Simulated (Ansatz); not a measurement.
# Li2H: the cost of one run

Method: DFT PBE, scalar-relativistic, plane waves, PAW, in Ansatz 0.2.0.

1 further run of the same task is left out (it didn't finish).

## (1) The starting structure

The structure is hexagonal, space group P6/mmm (No. 191). The conventional cell has a = 3.121 Å, b = 3.121 Å, c = 3.369 Å, α = 90.00°, β = 90.00°, γ = 120.00°. Around Li (site symmetry -6m2) lie 3 Li at 1.80 Å and 6 H at 2.47 Å. H (site symmetry 6/mmm) is surrounded by 12 Li at 2.47 Å.

Coordinates:

```cif
data_structure
_symmetry_space_group_name_H-M 'P 1'
_symmetry_Int_Tables_number 1
_cell_length_a 3.1206
_cell_length_b 3.1206
_cell_length_c 3.3695
_cell_angle_alpha 90.000
_cell_angle_beta 90.000
_cell_angle_gamma 120.000
_cell_volume 28.42
loop_
_atom_site_label
_atom_site_type_symbol
_atom_site_fract_x
_atom_site_fract_y
_atom_site_fract_z
_atom_site_occupancy
Li1 Li 0.33333 0.66667 0.50000 1
Li2 Li 0.66667 0.33333 0.50000 1
H1 H 0.00000 0.00000 0.00000 1
```

This is candidate A: AlB2 type (P6/mmm, No. 191).

(A quick probe on a coarse mesh, which set the mesh and smearing, is not shown.)

## (3) Coarse relaxation (candidate A)

input.yaml

```yaml
crystal:
  lattice:
    - [3.1206302414, 0.0, 0.0]
    - [-1.5603151207, 2.7025450649, 0.0]
    - [0.0, 0.0, 3.3694512573]
  atoms:
    - { symbol: Li, position: [0.3333333333, 0.6666666667, 0.5] }
    - { symbol: Li, position: [0.6666666667, 0.3333333333, 0.5] }
    - { symbol: H, position: [0.0, 0.0, 0.0] }
basis:
  ecutwfc: 420
kpoints:
  mp_grid: { grid: [6, 6, 6] }
hamiltonian:
  xc: pbe
scf:
  occupations: { method: gaussian, width: 0.1 }
  lower_state_search: "off"
output:
  forces: true
  stress: true
  eigenvalues: true
relax:
  adjacent_minimum: "off"
  f_tol: 0.04
  max_steps: 70
  cell: { stress_tol: 0.4 }
```

On the command line:

```bash
ansatz run input.yaml --threads 1 --pin off --max-ram 2560MiB --backend cpu --events-out ev --progress --plain --runs-dir out
```

What time and memory should one allow on 1 thread of AMD EPYC 7B13 (Zen 3), shared host?

About 7.3 s, with a peak of 0.33 GiB.
